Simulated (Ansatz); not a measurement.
# C2H8O2Si2: rotation by 120° about the C1–O2 bond

Wanted: the energy profile along the rotation by 120° about the C1–O2 bond, from relaxed end points and a band of images. SMILES of the start: CO[SiH]1[SiH2]C1O.

All numbers below are computed with Ansatz 0.2.0 (RHF/def2-SVP).

### Step 1. The system as given

Bond lengths: C1–O2 1.373 Å, O2–Si3 1.651 Å, Si3–Si4 2.336 Å, Si3–C5 1.862 Å, Si4–C5 1.868 Å, C5–O6 1.470 Å, C1–H7 1.123 Å, C1–H8 1.119 Å, C1–H9 1.070 Å, Si3–H10 1.440 Å, Si4–H11 1.442 Å, Si4–H12 1.476 Å, C5–H13 1.073 Å, O6–H14 0.948 Å. Angles (14 of 26 angles, heavy atoms first): C1–O2–Si3 118.1°, O2–Si3–Si4 113.7°, O2–Si3–C5 118.1°, Si4–Si3–C5 51.4°, Si3–Si4–C5 51.1°, Si3–C5–Si4 77.5°, Si3–C5–O6 116.7°, Si4–C5–O6 115.2°, O2–C1–H7 112.2°, O2–C1–H8 110.5°, O2–C1–H9 117.0°, O2–Si3–H10 118.3°, Si4–Si3–H10 121.2°, C5–Si3–H10 117.1°.

Structure file:

```xyz
14

C    -1.2588    1.8087    0.7055
O    -1.2340    0.4996    1.1191
Si   -0.9261   -0.6666   -0.0082
Si    1.0113   -1.8994    0.4194
C     0.7073   -0.6134   -0.9015
O     1.4942    0.6210   -0.7666
H    -2.0200    1.9847   -0.1013
H    -1.5894    2.4767    1.5404
H    -0.3259    2.2431    0.4116
H    -2.0399   -1.2471   -0.7123
H     2.0082   -1.4709    1.3694
H     1.1420   -3.2206   -0.2246
H     0.6036   -1.0017   -1.8966
H     2.4144    0.4567   -0.9254
```

### Step 2. Relaxing end A

Input file input.yaml:

```yaml
crystal:
  periodic: [false, false, false]
  atoms:
    - { symbol: C, position_ang: [-1.2588, 1.8087, 0.7055] }
    - { symbol: O, position_ang: [-1.234, 0.4996, 1.1191] }
    - { symbol: Si, position_ang: [-0.9261, -0.6666, -0.0082] }
    - { symbol: Si, position_ang: [1.0113, -1.8994, 0.4194] }
    - { symbol: C, position_ang: [0.7073, -0.6134, -0.9015] }
    - { symbol: O, position_ang: [1.4942, 0.621, -0.7666] }
    - { symbol: H, position_ang: [-2.02, 1.9847, -0.1013] }
    - { symbol: H, position_ang: [-1.5894, 2.4767, 1.5404] }
    - { symbol: H, position_ang: [-0.3259, 2.2431, 0.4116] }
    - { symbol: H, position_ang: [-2.0399, -1.2471, -0.7123] }
    - { symbol: H, position_ang: [2.0082, -1.4709, 1.3694] }
    - { symbol: H, position_ang: [1.142, -3.2206, -0.2246] }
    - { symbol: H, position_ang: [0.6036, -1.0017, -1.8966] }
    - { symbol: H, position_ang: [2.4144, 0.4567, -0.9254] }
basis:
  gaussian: { orbitals: def2-SVP }
hamiltonian:
  xc: hf
relax:
  f_tol: 0.015
  max_steps: 40
```

On the command line:

```sh
$ ansatz run input.yaml --threads 2 --pin off --max-ram 3072MiB --backend cpu --events-out ev --progress --plain --runs-dir out
```

What it wrote (excerpt; [...] marks lines left out):

```text
Warning: RAYON_NUM_THREADS=2 ignored (pool sized by the plan → 2); use --threads N
[...]
Functional definition: HF
[...]
1391 factors; integrals over basis functions are off by at most 3.3e-4 eV
[...]
mean field -21974.63492840 eV, -807.5529386764 hartree, gradient 1.9e-5 eV, S^2 0.000000; 0 other end points of the search recorded, 0 dependent functions left out
[...]
reference -21974.63492840 eV, -807.5529386764 hartree; 32, 32 occupied and 100, 100 virtual orbitals, 1391 factors
relax step   1: F+E_penalty+E_count = -21974.63492840 eV  Δ(F+E_penalty+E_count) = +0.000e0 eV  max|allowed force component| = 2.884e0 eV/Å  Δτ_max = 0.0000 Å  (35 SCF iters, accepted)
[...]
relax step   4: F+E_penalty+E_count = -21975.20191025 eV  Δ(F+E_penalty+E_count) = -1.203e-2 eV  max|allowed force component| = 2.723e-1 eV/Å  Δτ_max = 0.0361 Å  (34 SCF iters, accepted)
[...]
relax step   7: F+E_penalty+E_count = -21975.21089729 eV  Δ(F+E_penalty+E_count) = -5.549e-4 eV  max|allowed force component| = 7.605e-2 eV/Å  Δτ_max = 0.0157 Å  (34 SCF iters, accepted)
[...]
relax step  10: F+E_penalty+E_count = -21975.21315815 eV  Δ(F+E_penalty+E_count) = -4.424e-4 eV  max|allowed force component| = 5.505e-2 eV/Å  Δτ_max = 0.0155 Å  (35 SCF iters, accepted)
[...]
relax step  13: F+E_penalty+E_count = -21975.21393860 eV  Δ(F+E_penalty+E_count) = -5.768e-5 eV  max|allowed force component| = 1.726e-2 eV/Å  Δτ_max = 0.0082 Å  (27 SCF iters, accepted)
[...]
reference -21975.21399892 eV, -807.5742191253 hartree; 32, 32 occupied and 100, 100 virtual orbitals, 1391 factors
Total energy: -21975.21399892 eV, -807.5742191253 hartree
Atom 0 at    -1.326904     1.873319     0.752941 Å, force     0.002973    -0.004428    -0.001147 eV/Å
Atom 1 at    -1.197937     0.504804     1.023744 Å, force    -0.000843     0.001589     0.004967 eV/Å
Atom 2 at    -0.859591    -0.707524    -0.025811 Å, force     0.000374     0.002407    -0.002970 eV/Å
Atom 3 at     0.984679    -1.944177     0.404444 Å, force    -0.001158     0.001786    -0.000023 eV/Å
Atom 4 at     0.792733    -0.571385    -0.959655 Å, force    -0.004430    -0.006583    -0.001336 eV/Å
Atom 5 at     1.500731     0.633840    -0.940296 Å, force     0.004309     0.006136     0.000880 eV/Å
Atom 6 at    -2.207790     2.072010     0.137058 Å, force    -0.003330     0.000317    -0.001803 eV/Å
Atom 7 at    -1.444685     2.400183     1.697832 Å, force    -0.000460     0.001966     0.002840 eV/Å
Atom 8 at    -0.443515     2.255920     0.241600 Å, force     0.001173     0.000355    -0.000862 eV/Å
Atom 9 at    -2.037172    -1.118166    -0.815121 Å, force    -0.000302    -0.001214    -0.000079 eV/Å
Atom 10 at     1.802284    -1.554472     1.571270 Å, force     0.000849     0.000391     0.001283 eV/Å
Atom 11 at     1.278824    -3.316429    -0.059195 Å, force    -0.000066    -0.001535    -0.000937 eV/Å
Atom 12 at     0.721333    -1.022051    -1.957616 Å, force     0.001638    -0.001159    -0.000792 eV/Å
Atom 13 at     2.423910     0.464929    -1.042294 Å, force    -0.000728    -0.000030    -0.000021 eV/Å
Dipole moment:     0.132499    -0.021880    -0.192178 e Å
```

It took 32 s on 2 threads of Arm Neoverse V2, shared host; peak memory 0.31 GiB.

Step by step:

```tsv
step	energy from step 1 (eV)	largest force component (eV/Å)
1	0.0000	2.8841
2	-0.4902	1.3788
3	-0.5549	0.3801
4	-0.5670	0.2723
5	-0.5725	0.1555
6	-0.5754	0.0849
7	-0.5760	0.0760
8	-0.5763	0.1027
9	-0.5778	0.0581
10	-0.5782	0.0551
11	-0.5786	0.0447
12	-0.5790	0.0305
13	-0.5790	0.0173
14	-0.5791	0.0191
15	-0.5791	0.0066
```

Step 1 is the start.

After: Bond lengths: C1–O2 1.401 Å, O2–Si3 1.639 Å, Si3–Si4 2.262 Å, Si3–C5 1.903 Å, Si4–C5 1.945 Å, C5–O6 1.398 Å, C1–H7 1.093 Å, C1–H8 1.088 Å, C1–H9 1.090 Å, Si3–H10 1.476 Å, Si4–H11 1.477 Å, Si4–H12 1.478 Å, C5–H13 1.097 Å, O6–H14 0.944 Å. Angles (14 of 26 angles, heavy atoms first): C1–O2–Si3 128.2°, O2–Si3–Si4 116.8°, O2–Si3–C5 116.1°, Si4–Si3–C5 54.9°, Si3–Si4–C5 53.1°, Si3–C5–Si4 72.0°, Si3–C5–O6 119.6°, Si4–C5–O6 123.3°, O2–C1–H7 111.1°, O2–C1–H8 108.4°, O2–C1–H9 111.0°, O2–Si3–H10 112.6°, Si4–Si3–H10 126.9°, C5–Si3–H10 116.8°.

### Step 3. Relaxing end B

The second end starts from a geometry with the move made by hand.

Input file input.yaml:

```yaml
crystal:
  periodic: [false, false, false]
  atoms:
    - { symbol: C, position_ang: [-1.2588, 1.8087, 0.7055] }
    - { symbol: O, position_ang: [-1.234, 0.4996, 1.1191] }
    - { symbol: Si, position_ang: [-0.1319, 0.06828, 2.27017] }
    - { symbol: Si, position_ang: [-1.09578, -0.73167, 4.24176] }
    - { symbol: C, position_ang: [-0.23278, 0.89688, 3.93512] }
    - { symbol: O, position_ang: [-1.09002, 2.08741, 4.02974] }
    - { symbol: H, position_ang: [-2.02, 1.9847, -0.1013] }
    - { symbol: H, position_ang: [-1.5894, 2.4767, 1.5404] }
    - { symbol: H, position_ang: [-0.3259, 2.2431, 0.4116] }
    - { symbol: H, position_ang: [1.16648, -0.3804, 1.83867] }
    - { symbol: H, position_ang: [-2.49321, -0.55148, 4.54941] }
    - { symbol: H, position_ang: [-0.25583, -1.55421, 5.13355] }
    - { symbol: H, position_ang: [0.74383, 0.98146, 4.37197] }
    - { symbol: H, position_ang: [-1.37275, 2.23271, 4.92301] }
basis:
  gaussian: { orbitals: def2-SVP }
hamiltonian:
  xc: hf
relax:
  f_tol: 0.015
  max_steps: 40
```

On the command line:

```sh
$ ansatz run input.yaml --threads 2 --pin off --max-ram 3072MiB --backend cpu --events-out ev --progress --plain --runs-dir out
```

What it wrote (excerpt; [...] marks lines left out):

```text
Warning: RAYON_NUM_THREADS=2 ignored (pool sized by the plan → 2); use --threads N
[...]
Functional definition: HF
[...]
1391 factors; integrals over basis functions are off by at most 3.3e-4 eV
[...]
mean field -21974.61152016 eV, -807.5520784391 hartree, gradient 1.9e-5 eV, S^2 0.000000; 0 other end points of the search recorded, 0 dependent functions left out
[...]
reference -21974.61152016 eV, -807.5520784391 hartree; 32, 32 occupied and 100, 100 virtual orbitals, 1391 factors
relax step   1: F+E_penalty+E_count = -21974.61152016 eV  Δ(F+E_penalty+E_count) = +0.000e0 eV  max|allowed force component| = 2.925e0 eV/Å  Δτ_max = 0.0000 Å  (35 SCF iters, accepted)
[...]
relax step   4: F+E_penalty+E_count = -21975.20138554 eV  Δ(F+E_penalty+E_count) = -1.298e-2 eV  max|allowed force component| = 2.067e-1 eV/Å  Δτ_max = 0.0338 Å  (34 SCF iters, accepted)
[...]
Atom 4 at    -0.240239     0.973934     4.031020 Å, force     0.000485     0.000224     0.000810 eV/Å
Atom 5 at    -0.958000     2.169491     4.131385 Å, force     0.003144     0.001623    -0.012191 eV/Å
Atom 6 at    -2.164990     1.864579    -0.024554 Å, force     0.000597     0.000383     0.001002 eV/Å
Atom 7 at    -1.437337     2.614531     1.408216 Å, force     0.000752    -0.001380    -0.002249 eV/Å
Atom 8 at    -0.414299     2.102140     0.048455 Å, force    -0.001742    -0.000838     0.001018 eV/Å
Atom 9 at     1.201445    -0.198827     1.823017 Å, force    -0.000216    -0.000459    -0.000385 eV/Å
Atom 10 at    -2.525633    -0.776878     4.353573 Å, force     0.001920    -0.000013     0.000153 eV/Å
Atom 11 at    -0.418386    -1.698316     5.218821 Å, force     0.000165     0.001511    -0.000424 eV/Å
Atom 12 at     0.742997     1.010543     4.516879 Å, force     0.000263     0.000382    -0.000168 eV/Å
Atom 13 at    -1.281872     2.276256     5.011465 Å, force    -0.003120    -0.001041     0.010685 eV/Å
Dipole moment:     0.099604     0.095887     0.189077 e Å
```

Wall time 31 s (2 threads of Arm Neoverse V2, shared host); peak memory 0.3 GiB.

Step by step:

```tsv
step	energy from step 1 (eV)	largest force component (eV/Å)
1	0.0000	2.9255
2	-0.5099	1.3848
3	-0.5769	0.4634
4	-0.5899	0.2067
5	-0.5950	0.5219
6	-0.5989	0.1256
7	-0.6004	0.0511
8	-0.6012	0.0691
9	-0.6016	0.0569
10	-0.6020	0.0426
11	-0.6023	0.0309
12	-0.6024	0.0283
13	-0.6025	0.0196
14	-0.6025	0.0122
```

Step 1 is the start.

After: Bond lengths: C1–O2 1.401 Å, O2–Si3 1.639 Å, Si3–Si4 2.262 Å, Si3–C5 1.903 Å, Si4–C5 1.945 Å, C5–O6 1.398 Å, C1–H7 1.088 Å, C1–H8 1.090 Å, C1–H9 1.093 Å, Si3–H10 1.476 Å, Si4–H11 1.477 Å, Si4–H12 1.478 Å, C5–H13 1.097 Å, O6–H14 0.944 Å. Angles (14 of 26 angles, heavy atoms first): C1–O2–Si3 128.1°, O2–Si3–Si4 116.8°, O2–Si3–C5 116.1°, Si4–Si3–C5 54.9°, Si3–Si4–C5 53.1°, Si3–C5–Si4 72.0°, Si3–C5–O6 119.6°, Si4–C5–O6 123.3°, O2–C1–H7 108.4°, O2–C1–H8 111.0°, O2–C1–H9 111.2°, O2–Si3–H10 112.6°, Si4–Si3–H10 126.9°, C5–Si3–H10 116.8°.

### Step 4. The band

crystal.atoms is end A as relaxed above, and neb.final_atoms is end B, turned to lie on A. With 5 inner images the band has 7 in all.

Input file input.yaml:

```yaml
crystal:
  periodic: [false, false, false]
  atoms:
    - { symbol: C, position_ang: [-1.326904, 1.873319, 0.752941] }
    - { symbol: O, position_ang: [-1.197937, 0.504804, 1.023744] }
    - { symbol: Si, position_ang: [-0.859591, -0.707524, -0.025811] }
    - { symbol: Si, position_ang: [0.984679, -1.944177, 0.404444] }
    - { symbol: C, position_ang: [0.792733, -0.571385, -0.959655] }
    - { symbol: O, position_ang: [1.500731, 0.63384, -0.940296] }
    - { symbol: H, position_ang: [-2.20779, 2.07201, 0.137058] }
    - { symbol: H, position_ang: [-1.444685, 2.400183, 1.697832] }
    - { symbol: H, position_ang: [-0.443515, 2.25592, 0.2416] }
    - { symbol: H, position_ang: [-2.037172, -1.118166, -0.815121] }
    - { symbol: H, position_ang: [1.802284, -1.554472, 1.57127] }
    - { symbol: H, position_ang: [1.278824, -3.316429, -0.059195] }
    - { symbol: H, position_ang: [0.721333, -1.022051, -1.957616] }
    - { symbol: H, position_ang: [2.42391, 0.464929, -1.042294] }
basis:
  gaussian: { orbitals: def2-SVP }
hamiltonian:
  xc: hf
neb:
  order_check: false
  images: 5
  f_tol: 0.05
  max_iterations: 60
  initial_path: idpp
  final_atoms:
    - { symbol: C, position_ang: [-1.3808189, 1.85437045, 0.70436129] }
    - { symbol: O, position_ang: [-1.2721392, 0.47797667, 0.94190611] }
    - { symbol: Si, position_ang: [-0.85479818, -0.70093391, -0.11741568] }
    - { symbol: Si, position_ang: [0.94501058, -1.9612538, 0.41867909] }
    - { symbol: C, position_ang: [0.86777633, -0.54405868, -0.91069556] }
    - { symbol: O, position_ang: [1.57541907, 0.65609503, -0.79457766] }
    - { symbol: H, position_ang: [-1.58111383, 2.35113561, 1.65179978] }
    - { symbol: H, position_ang: [-0.45736836, 2.25265048, 0.28350392] }
    - { symbol: H, position_ang: [-2.2057896, 2.07297545, 0.02112764] }
    - { symbol: H, position_ang: [-1.96657875, -1.07818389, -1.0118879] }
    - { symbol: H, position_ang: [1.66699564, -1.61434962, 1.65993366] }
    - { symbol: H, position_ang: [1.27087097, -3.31977048, -0.06425222] }
    - { symbol: H, position_ang: [0.87624605, -0.96181254, -1.925369] }
    - { symbol: H, position_ang: [2.50318817, 0.48596023, -0.82821245] }
```

On the command line:

```sh
$ ansatz run input.yaml --threads 2 --pin off --max-ram 3072MiB --backend cpu --events-out ev --progress --plain --runs-dir out
```

What it wrote (excerpt; [...] marks lines left out):

```text
Warning: RAYON_NUM_THREADS=2 ignored (pool sized by the plan → 2); use --threads N
[...]
Functional definition: HF
[...]
1390 factors; integrals over basis functions are off by at most 3.3e-4 eV
[...]
mean field -21975.21399884 eV, -807.5742191222 hartree, gradient 2.5e-5 eV, S^2 0.000000; 0 other end points of the search recorded, 0 dependent functions left out
[...]
reference -21975.21399884 eV, -807.5742191222 hartree; 32, 32 occupied and 100, 100 virtual orbitals, 1390 factors
1390 factors; integrals over basis functions are off by at most 8.0e-4 eV
[...]
mean field -21975.21399131 eV, -807.5742188458 hartree, gradient 2.5e-5 eV, S^2 0.000000; 0 other end points of the search recorded, 0 dependent functions left out
[...]
reference -21975.21399131 eV, -807.5742188458 hartree; 32, 32 occupied and 100, 100 virtual orbitals, 1390 factors
[...]
Atom 4 at     1.000747    -0.544805    -0.745818 Å, force     0.028201    -0.013363    -0.020019 eV/Å
Atom 5 at     1.662427     0.658206    -0.483442 Å, force     0.002652     0.001849    -0.000336 eV/Å
Atom 6 at    -2.465440     2.233106     0.586534 Å, force    -0.008315     0.009410    -0.009831 eV/Å
Atom 7 at    -0.805582     2.350378     1.193831 Å, force     0.006269    -0.011662    -0.006066 eV/Å
Atom 8 at    -1.093338     2.126281    -0.533604 Å, force     0.005335     0.024340    -0.015601 eV/Å
Atom 9 at    -1.765979    -1.084927    -1.368741 Å, force    -0.000863    -0.006518    -0.005025 eV/Å
Atom 10 at     1.318292    -1.638905     1.919250 Å, force    -0.000357    -0.002624    -0.002584 eV/Å
Atom 11 at     1.237205    -3.327672     0.134776 Å, force     0.003351     0.001453    -0.000633 eV/Å
Atom 12 at     1.206725    -0.952613    -1.743330 Å, force     0.000120     0.008965    -0.003403 eV/Å
Atom 13 at     2.581648     0.493850    -0.344448 Å, force    -0.003001     0.003463     0.001540 eV/Å
Dipole moment:     0.182685    -0.004925    -0.148848 e Å
this run last wrote the band of iteration 4 to <dir>
```

Wall time 52 s (2 threads of Arm Neoverse V2, shared host); peak memory 0.31 GiB.

### Step 5. What the band shows

Images 0 and 6 are the ends. Energies count from image 0; the path length is the program's own measure over all atoms.

```tsv
image	path (Å)	energy (eV)	dihedral H8–C1–O2–Si3 (°)	band force (eV/Å)
0	0.000	0.0000	-174	-
1	0.579	0.0054	-155	0.011
2	1.158	0.0158	-135	0.015
3*	1.737	0.0205	-113	0.044
4	2.338	0.0163	-93	0.049
5	2.939	0.0061	-74	0.020
6	3.540	0.0000	-55	-
```

The star marks the climbing image.

image, energy (eV) and a bar:
```
        0      0.000 
        1      0.005 ########
        2      0.016 #######################
        3      0.021 ##############################
        4      0.016 ########################
        5      0.006 #########
        6      0.000
```

The top of the band by iteration:

```tsv
iteration	highest image above image 0 (eV)	largest band force (eV/Å)
1	0.0490	0.538
2	0.0223	0.188
3	0.0214	0.092
4	0.0205	0.049
```

Positions of all images (Å):

```xyz
14
image=0 dE=0.0000
C    -1.327    1.873    0.753
O    -1.198    0.505    1.024
Si   -0.860   -0.708   -0.026
Si    0.985   -1.944    0.404
C     0.793   -0.571   -0.960
O     1.501    0.634   -0.940
H    -2.208    2.072    0.137
H    -1.445    2.400    1.698
H    -0.444    2.256    0.242
H    -2.037   -1.118   -0.815
H     1.802   -1.554    1.571
H     1.279   -3.316   -0.059
H     0.721   -1.022   -1.958
H     2.424    0.465   -1.042
14
image=1 dE=0.0054
C    -1.379    1.874    0.657
O    -1.270    0.502    0.919
Si   -0.857   -0.703   -0.112
Si    0.934   -1.957    0.464
C     0.871   -0.567   -0.895
O     1.578    0.636   -0.798
H    -2.373    2.115    0.274
H    -1.229    2.418    1.588
H    -0.627    2.203   -0.062
H    -1.965   -1.097   -1.005
H     1.647   -1.586    1.703
H     1.260   -3.325    0.011
H     0.889   -1.006   -1.900
H     2.506    0.464   -0.816
14
image=2 dE=0.0158
C    -1.421    1.870    0.560
O    -1.352    0.492    0.801
Si   -0.849   -0.703   -0.201
Si    0.883   -1.966    0.518
C     0.942   -0.558   -0.823
O     1.632    0.644   -0.643
H    -2.460    2.174    0.428
H    -1.011    2.402    1.417
H    -0.849    2.158   -0.324
H    -1.872   -1.088   -1.192
H     1.485   -1.614    1.820
H     1.246   -3.329    0.077
H     1.053   -0.983   -1.829
H     2.559    0.474   -0.580
14
image=3 dE=0.0205
C    -1.449    1.861    0.463
O    -1.437    0.476    0.674
Si   -0.836   -0.706   -0.288
Si    0.832   -1.973    0.565
C     1.001   -0.545   -0.746
O     1.662    0.658   -0.483
H    -2.465    2.233    0.587
H    -0.806    2.350    1.194
H    -1.093    2.126   -0.534
H    -1.766   -1.085   -1.369
H     1.318   -1.639    1.919
H     1.237   -3.328    0.135
H     1.207   -0.953   -1.743
H     2.582    0.494   -0.344
14
image=4 dE=0.0163
C    -1.491    1.856    0.366
O    -1.494    0.469    0.560
Si   -0.804   -0.693   -0.366
Si    0.781   -1.984    0.603
C     1.067   -0.534   -0.661
O     1.714    0.658   -0.323
H    -2.426    2.264    0.747
H    -0.659    2.311    0.903
H    -1.402    2.120   -0.690
H    -1.635   -1.044   -1.534
H     1.148   -1.675    2.000
H     1.216   -3.334    0.188
H     1.352   -0.926   -1.646
H     2.619    0.483   -0.117
14
image=5 dE=0.0061
C    -1.525    1.852    0.262
O    -1.532    0.464    0.448
Si   -0.765   -0.679   -0.442
Si    0.727   -1.995    0.636
C     1.127   -0.524   -0.571
O     1.753    0.657   -0.159
H    -2.316    2.285    0.871
H    -0.568    2.276    0.563
H    -1.711    2.119   -0.782
H    -1.491   -1.000   -1.686
H     0.969   -1.713    2.065
H     1.194   -3.339    0.237
H     1.490   -0.900   -1.535
H     2.634    0.470    0.122
14
image=6 dE=0.0000
C    -1.500    1.846    0.426
O    -1.443    0.466    0.659
Si   -0.809   -0.697   -0.308
Si    0.837   -1.970    0.577
C     1.042   -0.531   -0.714
O     1.708    0.665   -0.431
H    -1.898    2.328    1.318
H    -0.509    2.249    0.218
H    -2.161    2.078   -0.413
H    -1.705   -1.056   -1.424
H     1.278   -1.646    1.949
H     1.259   -3.322    0.152
H     1.266   -0.932   -1.711
H     2.622    0.493   -0.269
```

(Part 1 of 2 ends here.)
